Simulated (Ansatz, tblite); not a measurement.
# Si(OAc)2Me2 (C₆H₁₂O₄Si): rung by rung

An exercise on one series of results from a longer session: the logs are not shown, and one member is left open.

Program: Ansatz 0.2.0, Gaussian basis. Level of theory: as each input shows. These are calculated values, not measurements.

The runs, in order: GFN1-xTB, GFN2-xTB, PBE-D4/def2-TZVP, r2SCAN-D4/def2-TZVP, r2SCANh-D4/def2-TZVP, revPBE-D4/def2-TZVP, PBE-D4/def2-SVP, PBE0-D4/def2-SVP, HF/STO-3G, HF/6-31G, B3LYP-D4/6-31G, MP2/def2-SVP.

2 further runs of the same task are left out: 2 set aside as unsound or not needed. Runs told in other sessions of the task aren't counted.

### The structure

The geometry is that of the singlet, from an earlier relaxation (r2SCAN-D4/def2-SVP).

23 atoms, charge 0, spin multiplicity 1.

Bond lengths: Si1–O2 1.707 Å, Si1–O9 1.707 Å, Si1–C16 1.851 Å, Si1–C20 1.851 Å, O2–C3 1.350 Å, C3–C4 1.500 Å, C3–O5 1.210 Å, C4–H6 1.096 Å, C4–H7 1.100 Å, C4–H8 1.102 Å, O9–C10 1.350 Å, C10–C11 1.499 Å, C10–O12 1.210 Å, C11–H13 1.096 Å, C11–H14 1.100 Å, C11–H15 1.102 Å, C16–H17 1.101 Å, C16–H18 1.101 Å and more. Angles: O2–Si1–O9 110.8°, O2–Si1–C16 104.8°, O2–Si1–C20 110.3°, O9–Si1–C16 110.3°, O9–Si1–C20 104.7°, C16–Si1–C20 116.1°, Si1–O2–C3 122.5°, O2–C3–C4 111.9°, O2–C3–O5 122.5°, C4–C3–O5 125.5°, C3–C4–H6 110.3°, C3–C4–H7 110.5°, C3–C4–H8 108.1°, H6–C4–H7 111.0°, H6–C4–H8 109.9°, H7–C4–H8 107.1°, Si1–O9–C10 122.5°, O9–C10–C11 111.9° and more.

PBE0-D4/def2-TZVP was run before; its log isn't repeated, and its numbers join the tables.

The first run:

Tight binding, by tblite at 300 K electronic temperature and without a spin-polarisation term:

```python
tblite.interface.Calculator('GFN1-xTB', numbers, positions, charge=0, uhf=0).singlepoint()
```

Tight binding, by tblite at 300 K electronic temperature and without a spin-polarisation term:

```python
tblite.interface.Calculator('GFN2-xTB', numbers, positions, charge=0, uhf=0).singlepoint()
```

start.molden holds the orbitals of an earlier run on this state, given as this run's starting guess.

in.yaml reads:

```yaml
crystal:
  periodic: [false, false, false]
  atoms:
    - {symbol: Si, position_ang: [-0.928458, -0.002358, -0.660909]}
    - {symbol: O, position_ang: [-0.944037, -0.207474, 1.033594]}
    - {symbol: C, position_ang: [-0.023248, -0.952230, 1.682494]}
    - {symbol: C, position_ang: [-0.100694, -0.768125, 3.168693]}
    - {symbol: O, position_ang: [0.775822, -1.650944, 1.101333]}
    - {symbol: H, position_ang: [0.559855, -1.481674, 3.674432]}
    - {symbol: H, position_ang: [-1.138265, -0.876963, 3.516029]}
    - {symbol: H, position_ang: [0.212664, 0.261936, 3.401915]}
    - {symbol: O, position_ang: [0.666875, 0.206716, -1.230794]}
    - {symbol: C, position_ang: [1.579083, 0.955867, -0.574774]}
    - {symbol: C, position_ang: [2.958444, 0.775532, -1.134482]}
    - {symbol: O, position_ang: [1.288932, 1.656853, 0.368041]}
    - {symbol: H, position_ang: [3.649682, 1.494143, -0.679481]}
    - {symbol: H, position_ang: [2.946024, 0.879129, -2.229061]}
    - {symbol: H, position_ang: [3.285966, -0.252042, -0.909998]}
    - {symbol: C, position_ang: [-1.923105, 1.530074, -0.959339]}
    - {symbol: H, position_ang: [-1.963112, 1.776791, -2.032039]}
    - {symbol: H, position_ang: [-1.464032, 2.374268, -0.422284]}
    - {symbol: H, position_ang: [-2.955779, 1.408886, -0.595458]}
    - {symbol: C, position_ang: [-1.530727, -1.539024, -1.499191]}
    - {symbol: H, position_ang: [-1.525792, -1.420371, -2.594373]}
    - {symbol: H, position_ang: [-2.556368, -1.788858, -1.184865]}
    - {symbol: H, position_ang: [-0.869729, -2.380140, -1.239474]}
basis:
  gaussian: {orbitals: def2-TZVP, initial_orbitals: start.molden}
hamiltonian: {xc: pbe, dispersion: d4}
scf: {omitted_lower_state_checks: [starts]}
output: {forces: true, orbitals: {seedname: orbitals}}
```

The run is started by

```bash
$ ansatz run in.yaml --threads 4 --pin off --events-out ev --progress --plain --max-ram 6963MiB
```

Steps of the session up to this table: PBE-D4/def2-TZVP; r2SCAN-D4/def2-TZVP; r2SCANh-D4/def2-TZVP; revPBE-D4/def2-TZVP; PBE-D4/def2-SVP; PBE0-D4/def2-SVP; HF/STO-3G; HF/6-31G; B3LYP-D4/6-31G; MP2/def2-SVP.

One of the session's tables, all rows but one given; the rest of the session is left out.

It belongs to the step «Binding energy». 

| level | binding an atom (eV) |
| --- | --- |
| HF/STO-3G | 3.599 |
| HF/6-31G | 2.884 |
| HF/def2-SVP | 3.262 |
| PBE-D4/def2-SVP | 4.602 |
| PBE-D4/def2-TZVP | 4.560 |
| revPBE-D4/def2-TZVP | 4.443 |
| r2SCAN-D4/def2-TZVP | 4.466 |
| r2SCANh-D4/def2-TZVP | ? |
| B3LYP-D4/6-31G | 4.208 |
| PBE0-D4/def2-SVP | 4.498 |
| PBE0-D4/def2-TZVP | 4.459 |
| MP2/def2-SVP | 4.314 |

**Question.** Estimate the row for r2SCANh-D4/def2-TZVP.

The run gave: binding an atom (eV): 4.431. In the column «binding an atom (eV)» it lies between MP2/def2-SVP (4.314) and revPBE-D4/def2-TZVP (4.443).

Caveats from the session: Free atoms were run apart at each level; binding is atoms less cluster, divided by the number of atoms, without zero-point or spin-orbit terms.
